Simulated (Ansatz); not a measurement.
# Ti: a tetragonal deformation path

One table from this session's results is given with a row withheld; the runs are named, their logs left out.

Computed with Ansatz 0.2.0 (DFT r2SCAN, scalar-relativistic, plane waves, PAW, unless a step's input says otherwise).

### Starting point

The structure is cubic, space group Fm-3m (No. 225). The conventional cell has a = 4.060 Å, b = 4.060 Å, c = 4.060 Å, α = 90.00°, β = 90.00°, γ = 90.00°. Ti (site symmetry m-3m) is surrounded by 12 Ti at 2.87 Å.

As a file:

```
Ti
1.0
     0.00000    2.03000    2.03000
     2.03000    0.00000    2.03000
     2.03000    2.03000    0.00000
Ti
1
Direct
  0.00000 0.00000 0.00000
```

The cell is taken as given, not relaxed at this level.

### The reference cell

Reference values: F = -2504.2989 eV; pressure 4.42 GPa; largest force 0.000 eV/Å; gap on the mesh none (metal). It was computed beforehand with the settings of the runs below.

Set-up of the first run:

At fixed volume and fractional coordinates, lengths along (0.000, 0.000, 1.000) are scaled against those across it; ρ is that ratio over its starting value.

File input.yaml:

```yaml
crystal:
  lattice:
    - [0.0, 2.2787126677, 1.6110498561]
    - [2.2787126677, 0.0, 1.6110498561]
    - [2.2787126677, 2.2787126677, 0.0]
  atoms:
    - { symbol: Ti, position: [0.0, 0.0, 0.0] }
basis:
  ecutwfc: 500
kpoints:
  mp_grid: { grid: [22, 22, 22] }
hamiltonian:
  xc: r2scan
scf:
  occupations: { method: gaussian, width: 0.15 }
output:
  forces: true
  stress: true
  eigenvalues: true
```

Started as:

```bash
> ansatz run input.yaml --threads 1 --pin off --max-ram 2560MiB --backend cpu --events-out ev --progress --plain --runs-dir out
```

Steps of the session up to this table: At ρ = 0.707; ρ = 1.414; Point ρ = 0.850; ρ = 1.200; Point ρ = 0.780; ρ = 1.300; ρ = 0.920; ρ = 1.100; Point ρ = 0.650; At ρ = 1.500; At ρ = 0.960; ρ = 1.050.

One table of the session follows, with a row left open; its other results are not shown here.

It belongs to the step «The scan collected». The scan, with free energies counted from the undisturbed cell:

| ρ | ΔE (meV/atom) | pressure (GPa) |
| --- | --- | --- |
| 0.650 | 48.5 | 3.4 |
| 0.707 | 58.0 | 3.3 |
| 0.780 | 47.6 | 3.6 |
| 0.850 | 25.9 | 4.1 |
| 0.920 | 7.8 | 4.3 |
| 0.960 | 1.9 | 4.4 |
| 1.000 | 0.0 | 4.4 |
| 1.050 | 2.6 | 4.4 |
| 1.100 | 9.5 | 4.2 |
| 1.200 | ? | ? |
| 1.300 | 82.2 | 2.3 |
| 1.414 | 167.2 | 1.3 |
| 1.500 | 255.1 | 1.4 |

Q: Estimate the row for ρ = 1.200 from the others.

Worked estimate for «ΔE (meV/atom)». A straight line through the neighbours (1.100, 9.5) and (1.300, 82.2) gives 9.5 + (82.2 − 9.5) × (1.200 − 1.100) / (1.300 − 1.100) = 45.8; a parabola fitted to 4 rows on both sides gives 34.0.

**Answer.** ΔE (meV/atom): 35.3; pressure (GPa): 3.3. In «ΔE (meV/atom)» the line misses by +10.5 and the parabola by -1.3.
